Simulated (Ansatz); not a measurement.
# Na5CoSeO2: the cost of one run

Computed with Ansatz 0.2.0 (reference: DFT PBE, plane waves, PAW, scalar-relativistic, no spin polarisation, unless a step's input says otherwise).

### 1 The starting structure

It takes space group P4/mmm (No. 123, tetragonal). Conventional cell: a = 4.606 Å, b = 4.606 Å, c = 8.071 Å, α = 90.00°, β = 90.00°, γ = 90.00°. Na (site symmetry 4/mmm) has 2 O at 2.27 Å and 8 Na at 3.03 Å and 4 Se at 3.26 Å as nearest neighbours. Around Se (site symmetry 4/mmm) lie 12 Na at 3.03 to 3.26 Å. Around Na (site symmetry 2mm) lie 2 O at 2.32 Å and 2 Na at 3.03 Å and 2 Se at 3.03 Å. Co (site symmetry 4/mmm) has 2 O at 1.77 Å as nearest neighbours. O (site symmetry 4mm) has 1 Co at 1.77 Å and 5 Na at 2.27 to 2.32 Å as nearest neighbours.

As a file:

```
Na Se Co O
1.0
     4.60642    0.00000    0.00000
     0.00000    4.60642    0.00000
     0.00000    0.00000    8.07078
Na Se Co O
5 1 1 2
Direct
  0.00000 0.00000 0.50000
  0.00000 0.50000 0.25580
  0.50000 0.00000 0.25580
  0.00000 0.50000 0.74420
  0.50000 0.00000 0.74420
  0.50000 0.50000 0.50000
  0.00000 0.00000 0.00000
  0.00000 0.00000 0.21870
  0.00000 0.00000 0.78130
```

### 2 Baseline

input.yaml reads:

```yaml
crystal:
  lattice:
    - [4.606421, 0.0, 0.0]
    - [0.0, 4.606421, 0.0]
    - [0.0, 0.0, 8.070779]
  atoms:
    - { symbol: Na, position: [0.0, 0.0, 0.5] }
    - { symbol: Se, position: [0.5, 0.5, 0.5] }
    - { symbol: Na, position: [0.0, 0.5, 0.2558] }
    - { symbol: Na, position: [0.5, 0.0, 0.2558] }
    - { symbol: Na, position: [0.0, 0.5, 0.7442] }
    - { symbol: Na, position: [0.5, 0.0, 0.7442] }
    - { symbol: Co, position: [0.0, 0.0, 0.0] }
    - { symbol: O, position: [0.0, 0.0, 0.2187] }
    - { symbol: O, position: [0.0, 0.0, 0.7813] }
  symmetry: { tolerance: 0.0003 }
kpoints:
  mp_grid: { grid: [4, 4, 3], shift: [0, 0, 0] }
magnetization:
  spin_polarized: false
scf:
  occupations: { method: fermi_dirac, width: 0.048 }
hamiltonian:
  pseudopotentials: { kind: paw }
  xc: pbe
basis:
  ecutwfc: 420
output:
  forces: true
  stress: true
  eigenvalues: true
```

Launch:

```console
$ ansatz run input.yaml --threads 1 --pin off --max-ram 2560MiB --backend cpu --events-out ev --progress --plain --runs-dir out
```

Q: Estimate wall time and peak memory on 1 thread of an Arm CPU, shared host.

About 14 s, with a peak of 0.45 GiB.
